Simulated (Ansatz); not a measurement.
# AsBr− (doublet): the correlation ladder at distance As1–Br2 = 1.918 Å, aug-cc-pVDZ

The task here is to estimate one member of a computed series from the others.

The runs use Ansatz 0.2.0, Gaussian basis; aug-cc-pVDZ, core rule «outside noble gas», up to 28 orbitals frozen.

Plan: UHF; CCSD(T) on ROHF; CCSD(T) on UHF; BCCD(T) on ROHF; CISD; CCSDT(Q) on ROHF; CCSDT(Q) on UHF; CASSCF and MRCISD+Q, 3 electrons in 3 orbitals; CASSCF and NEVPT2, 3 electrons in 3 orbitals; CASSCF and MRCISD+Q, 13 electrons in 8 orbitals; CASSCF and MRCISD+Q(relaxed), 13 electrons in 8 orbitals; CASSCF and NEVPT2, 13 electrons in 8 orbitals.

20 further runs of the same task are left out: 1 for a known fault of the program, 18 that didn't finish, 1 set aside as unsound or not needed.

## The geometry

The geometry derives from a PBE0/def2-TZVPD stationary point (not a proven minimum). One bond is set to the value named and the two fragments are kept rigid. No spin-orbit coupling is included. The filled d shell of As, Br may be among the frozen orbitals whatever the setting's name suggests; the logs give the count.

2 atoms, charge -1, spin multiplicity 2.

Atoms are counted from 1 here; the program's logs count them from 0.

Bond lengths: As1–Br2 1.918 Å.

The first run:

The input, in.yaml:

```yaml
crystal:
  periodic: [false, false, false]
  atoms:
    - {symbol: As, position_ang: [0.000000, 0.000000, 0.000000]}
    - {symbol: Br, position_ang: [0.000000, 0.000000, 1.918000]}
basis:
  gaussian: {orbitals: aug-cc-pVDZ}
total_charge: -1
magnetization: {spin_polarized: true, initial_magnetization: 1}
hamiltonian: {xc: hf}
output: {orbitals: {seedname: orbitals}}
```

The run is started by

```
> ansatz run in.yaml --threads 1 --pin off --events-out ev --progress --plain --max-ram 2393MiB
```

Among the steps run: UHF; CCSD(T) on ROHF; CCSD(T) on UHF; BCCD(T) on ROHF; CISD; CCSDT(Q) on ROHF; CCSDT(Q) on UHF; CASSCF and MRCISD+Q, 3 electrons in 3 orbitals; CASSCF and NEVPT2, 3 electrons in 3 orbitals; CASSCF and MRCISD+Q, 13 electrons in 8 orbitals; CASSCF and MRCISD+Q(relaxed), 13 electrons in 8 orbitals; CASSCF and NEVPT2, 13 electrons in 8 orbitals.

One of the session's tables, all rows but one given; the rest of the session is left out.

| method | from UCCSDT(Q) (kJ/mol) |
| --- | --- |
| ROHF | +656.0 |
| UHF | +645.7 |
| RMP2 | +77.1 |
| UMP2 | +79.5 |
| RCCSD | +23.7 |
| UCCSD | ? |
| RCCSD(T) | +3.4 |
| UCCSD(T) | +3.3 |
| BCCD(T) | +3.3 |
| RCCSDT | +1.6 |
| UCCSDT | +1.4 |
| RCCSDT(Q) | +0.2 |
| UCCSDT(Q) | 0 |
| CASSCF valence | +625.4 |
| NEVPT2 valence | +151.7 |
| MRCISD valence | +73.0 |
| MRCISD+Q valence | +12.2 |
| MRCISD+Q(relaxed) valence | +10.8 |

Estimate the missing values for UCCSD.

The run gave: from UCCSDT(Q) (kJ/mol): +23.2. In the column «from UCCSDT(Q) (kJ/mol)» it lies between MRCISD+Q valence (+12.2) and RCCSD (+23.7).

Among the levels timed on like hardware and quicker than the yardstick, those that no quicker one beats, quickest first: NEVPT2 valence (4.6 s, +151.7 kJ/mol); MRCISD+Q valence (5.5 s, +12.2 kJ/mol); MRCISD+Q(relaxed) valence (6 s, +10.8 kJ/mol); BCCD(T) (9 s, +3.3 kJ/mol); UCCSD(T) (27 s, +3.3 kJ/mol); RCCSDT(Q) (52 s, +0.2 kJ/mol).

Not comparable, so not listed: CISD (they don't share determinant, frozen orbitals or solution with the rows shown, or repeat one).

Caveats from the session: Left out of the table: CASSCF pair, NEVPT2 pair, MRCISD pair, MRCISD+Q pair (the active space lost an orbital or holds another state than full CI finds). Of the multireference levels listed MRCISD+Q(relaxed) valence comes nearest in total energy (+10.8 kJ/mol), which doesn't show that its space is the better one. Restricted and unrestricted rows rest on different reference determinants; where their highest levels disagree by more than a few hundredths of an eV, they describe different states and don't form one ladder. Warnings in the runs' records: passed over end.
